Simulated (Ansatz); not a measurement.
# GdMn: the cost of one run

Computed with Ansatz 0.2.0 (DFT PBEsol, scalar-relativistic, plane waves, PAW, unless a step's input says otherwise).

### Step 1. Starting point

Symmetry: Pm-3m, No. 221, cubic system. Conventional cell: a = 3.448 Å, b = 3.448 Å, c = 3.448 Å, α = 90.00°, β = 90.00°, γ = 90.00°. Around Gd (site symmetry m-3m) lie 8 Mn at 2.99 Å. Mn (site symmetry m-3m) is surrounded by 8 Gd at 2.99 Å.

As a file:

```
Gd Mn
1.0
     3.44753    0.00000    0.00000
     0.00000    3.44753    0.00000
     0.00000    0.00000    3.44753
Gd Mn
1 1
Direct
  0.00000 0.00000 0.00000
  0.50000 0.50000 0.50000
```

This cell comes from an earlier session at PBEsol: 20.488 Å³/atom at -0.03 GPa, on a 10×10×10 mesh. The large moments point both ways.

Volume factors to run: 0.980, 1.020, 0.960, 1.040.

### Step 2. Scaling the volume by 0.980

input.yaml

```yaml
crystal:
  lattice:
    - [3.4243924609, 0.0, 0.0]
    - [0.0, 3.4243924609, 0.0]
    - [0.0, 0.0, 3.4243924609]
  atoms:
    - { symbol: Gd, position: [0.0, 0.0, 0.0], spin: 7.89 }
    - { symbol: Mn, position: [0.5, 0.5, 0.5], spin: -3.61 }
basis:
  ecutwfc: 420
  ecutrho_ratio: 4
kpoints:
  mp_grid: { grid: [10, 10, 10] }
hamiltonian:
  xc: pbesol
scf:
  occupations: { method: gaussian, width: 0.05 }
output:
  forces: true
  stress: true
  eigenvalues: true
  populations: true
magnetization:
  spin_polarized: true
```

Launch:

```bash
$ ansatz run input.yaml --threads 4 --pin off --max-ram 4096MiB --backend cpu --events-out ev --progress --plain --runs-dir out
```

**Question.** How long does this run take on 4 threads of Arm Neoverse N1, shared host, and how much memory does it need?

About 7.5 s, with a peak of 0.53 GiB.
